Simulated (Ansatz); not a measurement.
NiMoIrPdW: single point with PBE

NiMoIrPdW:

```
Ni Mo Pd Ir W
1.0
     2.76078    0.00000    0.00000
    -1.38039    2.39090    0.00000
     0.00000    0.00000   11.34051
Ni Mo Pd Ir W
1 1 1 1 1
Direct
  0.00000 0.00000 0.70917
  0.66667 0.33333 0.29425
  0.66667 0.33333 0.89901
  0.00000 0.00000 0.10604
  0.66667 0.33333 0.52921
```

The cell was built by a generator and needn't be a form met in nature.

| Item | Value |
| --- | --- |
| Program | Ansatz 0.2.0 |
| Task | single point |
| Functional | PBE |
| Potentials or basis | SPMS NC |
| Cutoff | 925 eV (not typed: the program's choice for these potentials) |
| k mesh | 11 × 11 × 3 |
| Occupations | fermi-dirac, width 0.05 eV |
| Spin | collinear spin, ferromagnetic start |
| Starting moments | [1.0, 1.0, 0.0, 0.6, 0.0] μB |

The pressure is -0.1 GPa. The largest force is 0.272 eV/Å, the band gap on the k mesh is none (metal or under the smearing width) and the net moment is 0.00 μB per cell. The absolute moment is 0.00 μB per cell.

Forces on the atoms (eV/Å):
```
Ni   0.000  0.000  0.014
Mo   0.000  0.000  0.272
Pd   0.000  0.000  0.010
Ir   0.000  0.000 -0.197
W    0.000  0.000 -0.099
```

Stress tensor (GPa, compression positive):
```
-0.02  0.00  0.00
 0.00 -0.02  0.00
 0.00  0.00 -0.11
```

Levels at points of the mesh, in eV from the Fermi level:
Spin up:
```csv
k point,band 36,band 37,band 38,band 39,band 40,band 41,band 42,band 43,band 44,band 45
"(0.00, 0.00, 0.00)",-1.58,-1.42,-1.42,-0.94,-0.88,-0.88,-0.09,-0.09,0.10,0.25
```
Spin down:
| k point | band 36 | band 37 | band 38 | band 39 | band 40 | band 41 | band 42 | band 43 | band 44 | band 45 |
| --- | --- | --- | --- | --- | --- | --- | --- | --- | --- | --- |
| (0.00, 0.00, 0.00) | -1.58 | -1.42 | -1.42 | -0.94 | -0.88 | -0.88 | -0.09 | -0.09 | 0.10 | 0.25 |

Wall time 10 s on 8 threads of Intel(R) Xeon(R) 6975P-C (Granite Rapids), with other jobs on the host, peak memory 1.2 GiB.

Caveat: the starting moments weren't kept. Spin-orbit coupling is left out, which matters for the levels of Ir, W.
